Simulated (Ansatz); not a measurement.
**C3H7ClMgO: a ladder of functionals and wavefunction methods**

Aim: compute C3H7ClMgO with functionals from several rungs and with coupled cluster, and see how far each lands from CCSD(T) at the basis-set limit for the atomisation energy.

The runs use Ansatz 0.2.0, Gaussian basis; functionals in def2-TZVPP, the program's frozen cores in correlated methods.

The runs, in order: LDA (SPW92), PBE-D4, revPBE-D4, BLYP-D4, r2SCAN-D4, B97M-V, PBE0-D4, B3LYP-D4, r2SCANh-D4, r2SCAN0-D4, HSE06-D4, BHLYP-D4, CAM-B3LYP-D4, LC-ωPBE, ωB97X-V, ωB97M-V, B2PLYP, PBE-QIDH; CCSD(T)/def2-SVP; CCSD(T)/def2-TZVPP; MP2/def2-QZVPP; extrapolation to the limit; RPA on PBE.

## 1. The relaxed structure

An earlier PBE0-D4 in a triple-zeta def2 set relaxation fixed the geometry.

SMILES `CC(C)[O][Mg][Cl]`, 13 atoms, charge 0, spin multiplicity 1.

Atoms are counted from 1 here; the program's logs count them from 0.

Bond lengths: C1–C2 1.520 Å, C1–H7 1.093 Å, C1–H8 1.094 Å, C1–H9 1.092 Å, C2–C3 1.520 Å, C2–O4 1.385 Å, C2–H10 1.103 Å, C3–H11 1.094 Å, C3–H12 1.093 Å, C3–H13 1.092 Å, O4–Mg5 1.752 Å, Mg5–Cl6 2.177 Å. Angles: C2–C1–H7 111.4°, C2–C1–H8 110.1°, C2–C1–H9 110.4°, H7–C1–H8 108.3°, H7–C1–H9 108.3°, H8–C1–H9 108.4°, C1–C2–C3 111.4°, C1–C2–O4 110.5°, C1–C2–H10 107.8°, C3–C2–O4 110.5°, C3–C2–H10 107.8°, O4–C2–H10 108.7°, C2–C3–H11 110.1°, C2–C3–H12 111.4°, C2–C3–H13 110.4°, H11–C3–H12 108.3°, H11–C3–H13 108.3°, H12–C3–H13 108.3° and more.

Coordinates:

```
C    -0.6736   -0.5009    1.2935
C     0.4125    0.0604    0.3905
C     1.0644   -1.0347   -0.4375
O    -0.1018    1.0500   -0.4312
Mg   -0.8766    2.1652   -1.5376
Cl   -1.8172    3.5782   -2.9000
H    -0.2721   -1.2497    1.9814
H    -1.4562   -0.9729    0.6914
H    -1.1284    0.2980    1.8836
H     1.1899    0.5042    1.0342
H     0.3181   -1.5180   -1.0757
H     1.5175   -1.7993    0.1992
H     1.8439   -0.6150   -1.0773
```

## 2. LDA

This LDA is Slater exchange with PW92 correlation.

Contents of in.yaml:

```yaml
crystal:
  periodic: [false, false, false]
  atoms:
    - {symbol: C, position_ang: [-0.673590, -0.500871, 1.293550]}
    - {symbol: C, position_ang: [0.412487, 0.060431, 0.390524]}
    - {symbol: C, position_ang: [1.064411, -1.034741, -0.437503]}
    - {symbol: O, position_ang: [-0.101767, 1.049991, -0.431165]}
    - {symbol: Mg, position_ang: [-0.876619, 2.165212, -1.537551]}
    - {symbol: Cl, position_ang: [-1.817177, 3.578246, -2.899987]}
    - {symbol: H, position_ang: [-0.272095, -1.249721, 1.981421]}
    - {symbol: H, position_ang: [-1.456201, -0.972879, 0.691402]}
    - {symbol: H, position_ang: [-1.128437, 0.298009, 1.883570]}
    - {symbol: H, position_ang: [1.189889, 0.504226, 1.034229]}
    - {symbol: H, position_ang: [0.318122, -1.517992, -1.075736]}
    - {symbol: H, position_ang: [1.517454, -1.799260, 0.199213]}
    - {symbol: H, position_ang: [1.843922, -0.614953, -1.077266]}
basis:
  gaussian: {orbitals: def2-TZVPP}
hamiltonian: {xc: lda}
output: {orbitals: {seedname: orbitals}}
```

Launch:

```
$ ansatz run in.yaml --threads 4 --pin off --events-out ev --progress --plain --max-ram 11315MiB
```

The runs that follow: PBE-D4 (GGA); revPBE-D4 (GGA); BLYP-D4 (GGA); r2SCAN-D4 (meta-GGA); B97M-V (meta-GGA); PBE0-D4 (hybrid); B3LYP-D4 (hybrid); r2SCANh-D4 (hybrid); r2SCAN0-D4 (hybrid); HSE06-D4 (hybrid); BHLYP-D4 (hybrid); CAM-B3LYP-D4 (range-separated); LC-ωPBE (range-separated); ωB97X-V (range-separated); ωB97M-V (range-separated); B2PLYP (double hybrid); PBE-QIDH (double hybrid); CCSD(T) in def2-SVP; CCSD(T) in def2-TZVPP; MP2 in def2-QZVPP; RPA on PBE orbitals.

**Question.** What will the summary of the whole plan be? Wanted: atomisation energy, CCSD(T)/CBS; farthest beyond LDA; mean size of error, GGA; mean size of error, meta-GGA; mean size of error, hybrid; mean size of error, range-separated; mean size of error, double hybrid; gap, smallest and largest; T1 diagnostic.

**Answer**, as computed:

| quantity | value |
| --- | --- |
| atomisation energy, CCSD(T)/CBS | 50.929 eV |
| functionals within 0.255 eV (0.5 %) | r2SCAN-D4, B97M-V, PBE0-D4, r2SCANh-D4, HSE06-D4, CAM-B3LYP-D4, LC-ωPBE, ωB97X-V, ωB97M-V |
| farthest beyond LDA | BHLYP-D4 (-1.660 eV) |
| mean size of error, GGA | 0.595 eV |
| mean size of error, meta-GGA | 0.120 eV |
| mean size of error, hybrid | 0.500 eV |
| mean size of error, range-separated | 0.139 eV |
| mean size of error, double hybrid | 0.571 eV |
| gap, smallest and largest | 3.78 eV (LDA (SPW92)), 10.73 eV (LC-ωPBE) |
| T1 diagnostic | 0.0100 |
| triples share of the correlation energy | 3.3 % |

What this shows: LDA overbinds by 6.657 eV (13 %). PBE-D4 misses by +0.603 eV. Double hybrids carry the basis error of their MP2 part in triple zeta, and no dispersion term here, so their miss is partly the set-up's. The rungs meta-GGA, range-separated miss on average by less than the doubt on the reference (0.255 eV), so they tie. The reference freezes the cores and leaves out relativity and excitations past (T), so misses under about 0.255 eV can't be ranked. Hartree-Fock recovers 74 % of the binding; the rest is correlation. CCSD(T) in def2-SVP is off by -2.332 eV, which most functionals beat. The gap grows from 3.8 to 10.7 eV across the functionals, mostly with the share of exact exchange. Correlated methods include outer-core shells of Mg, which these sets cover unevenly.
